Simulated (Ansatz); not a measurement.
# CH₅BrOSi₂: up Jacob's ladder to CCSD(T)

How much do the methods differ for CH₅BrOSi₂? The plan is to run it at one geometry with functionals of several rungs and with coupled cluster, and see how far each lands from CCSD(T) at the basis-set limit for the atomisation energy.

Computed with Ansatz 0.2.0, Gaussian basis. Level: functionals in def2-TZVPP, the program's frozen cores in correlated methods.

Plan: LDA (SPW92), PBE-D4, revPBE-D4, BLYP-D4, r2SCAN-D4, B97M-V, PBE0-D4, B3LYP-D4, r2SCANh-D4, r2SCAN0-D4, HSE06-D4, BHLYP-D4, CAM-B3LYP-D4, LC-ωPBE, ωB97X-V, ωB97M-V, B2PLYP, PBE-QIDH; CCSD(T)/def2-SVP; CCSD(T)/def2-TZVPP; MP2/def2-QZVPP; extrapolation to the limit; RPA on PBE.

### 1 Structure used throughout

All runs share one geometry, relaxed beforehand with PBE0-D4 in a triple-zeta def2 set.

SMILES `[SiH3][Si@H]1O[C@@H]1Br`, 10 atoms, charge 0, spin multiplicity 1.

Atoms are counted from 1 here; the program's logs count them from 0.

Bond lengths: Si1–Si2 2.331 Å, Si1–H6 1.486 Å, Si1–H7 1.486 Å, Si1–H8 1.484 Å, Si2–O3 1.692 Å, Si2–C4 1.817 Å, Si2–H9 1.481 Å, O3–C4 1.418 Å, C4–Br5 1.935 Å, C4–H10 1.085 Å. Angles: Si2–Si1–H6 109.9°, Si2–Si1–H7 108.9°, Si2–Si1–H8 108.5°, H6–Si1–H7 109.3°, H6–Si1–H8 110.1°, H7–Si1–H8 110.1°, Si1–Si2–O3 115.5°, Si1–Si2–C4 122.7°, Si1–Si2–H9 118.4°, O3–Si2–C4 47.5°, O3–Si2–H9 114.9°, C4–Si2–H9 117.0°, Si2–O3–C4 70.9°, Si2–C4–O3 61.6°, Si2–C4–Br5 121.0°, Si2–C4–H10 127.3°, O3–C4–Br5 114.7°, O3–C4–H10 114.6° and more.

Geometry (Å):

```xyz
10

Si   -1.12853   -0.25363    1.51818
Si    0.29998    0.64591   -0.08938
O     1.70950   -0.24091   -0.38876
C     0.87326   -0.29749   -1.53196
Br    1.57953    0.59918   -3.09394
H    -0.58325   -0.00357    2.87797
H    -2.46040    0.39479    1.39704
H    -1.24725   -1.71334    1.27706
H     0.46688    2.11677   -0.13906
H     0.57359   -1.29903   -1.82416
```

### 2 LDA

This LDA is Slater exchange with PW92 correlation.

in.yaml reads:

```yaml
crystal:
  periodic: [false, false, false]
  atoms:
    - {symbol: Si, position_ang: [-1.128529, -0.253631, 1.518185]}
    - {symbol: Si, position_ang: [0.299983, 0.645913, -0.089380]}
    - {symbol: O, position_ang: [1.709500, -0.240908, -0.388763]}
    - {symbol: C, position_ang: [0.873258, -0.297490, -1.531957]}
    - {symbol: Br, position_ang: [1.579525, 0.599182, -3.093936]}
    - {symbol: H, position_ang: [-0.583252, -0.003565, 2.877966]}
    - {symbol: H, position_ang: [-2.460401, 0.394788, 1.397042]}
    - {symbol: H, position_ang: [-1.247253, -1.713336, 1.277063]}
    - {symbol: H, position_ang: [0.466880, 2.116773, -0.139057]}
    - {symbol: H, position_ang: [0.573590, -1.299027, -1.824163]}
basis:
  gaussian: {orbitals: def2-TZVPP}
hamiltonian: {xc: lda}
output: {orbitals: {seedname: orbitals}}
```

The runs that follow: PBE-D4 (GGA); revPBE-D4 (GGA); BLYP-D4 (GGA); r2SCAN-D4 (meta-GGA); B97M-V (meta-GGA); PBE0-D4 (hybrid); B3LYP-D4 (hybrid); r2SCANh-D4 (hybrid); r2SCAN0-D4 (hybrid); HSE06-D4 (hybrid); BHLYP-D4 (hybrid); CAM-B3LYP-D4 (range-separated); LC-ωPBE (range-separated); ωB97X-V (range-separated); ωB97M-V (range-separated); B2PLYP (double hybrid); PBE-QIDH (double hybrid); CCSD(T) in def2-SVP; CCSD(T) in def2-TZVPP; MP2 in def2-QZVPP; RPA on PBE orbitals.

Before running them: what should the planned runs give, taken together? Wanted: atomisation energy, CCSD(T)/CBS; farthest beyond LDA; mean size of error, GGA; mean size of error, meta-GGA; mean size of error, hybrid; mean size of error, range-separated; mean size of error, double hybrid; gap, smallest and largest; T1 diagnostic.

As calculated:

| quantity | value |
| --- | --- |
| atomisation energy, CCSD(T)/CBS | 768.9 kcal/mol |
| functionals within 7.7 kcal/mol (1.0 %) | revPBE-D4, BLYP-D4, r2SCAN-D4, B97M-V, PBE0-D4, B3LYP-D4, r2SCANh-D4, HSE06-D4, CAM-B3LYP-D4, ωB97X-V, ωB97M-V |
| farthest beyond LDA | BHLYP-D4 (-29.9 kcal/mol) |
| mean size of error, GGA | 8.2 kcal/mol |
| mean size of error, meta-GGA | 2.6 kcal/mol |
| mean size of error, hybrid | 9.8 kcal/mol |
| mean size of error, range-separated | 4.8 kcal/mol |
| mean size of error, double hybrid | 12.2 kcal/mol |
| gap, smallest and largest | 3.75 eV (LDA (SPW92)), 10.49 eV (LC-ωPBE) |
| T1 diagnostic | 0.0134 |
| triples share of the correlation energy | 4.0 % |

LDA overbinds by 116.6 kcal/mol (15 %). PBE-D4 misses by +12.2 kcal/mol. Double hybrids carry the basis error of their MP2 part in triple zeta, and no dispersion term here, so their miss is partly the set-up's. The rungs meta-GGA, range-separated miss on average by less than the doubt on the reference (7.7 kcal/mol), so they tie. Misses under about 7.7 kcal/mol are within the doubt on the reference itself, which lacks core-valence correlation, relativity and higher excitations, and its outer-core shells are covered unevenly. All levels share the lack of spin-orbit coupling, which lowers the free heavy atoms and so the true binding. Hartree-Fock recovers 70 % of the binding; the rest is correlation. CCSD(T) in def2-SVP is off by -63.1 kcal/mol, more than most functionals: a good method in a small basis is no reference. The gap grows from 3.7 to 10.5 eV across the functionals, mostly with the share of exact exchange. Correlated methods include outer-core shells of Br, which these sets cover unevenly.
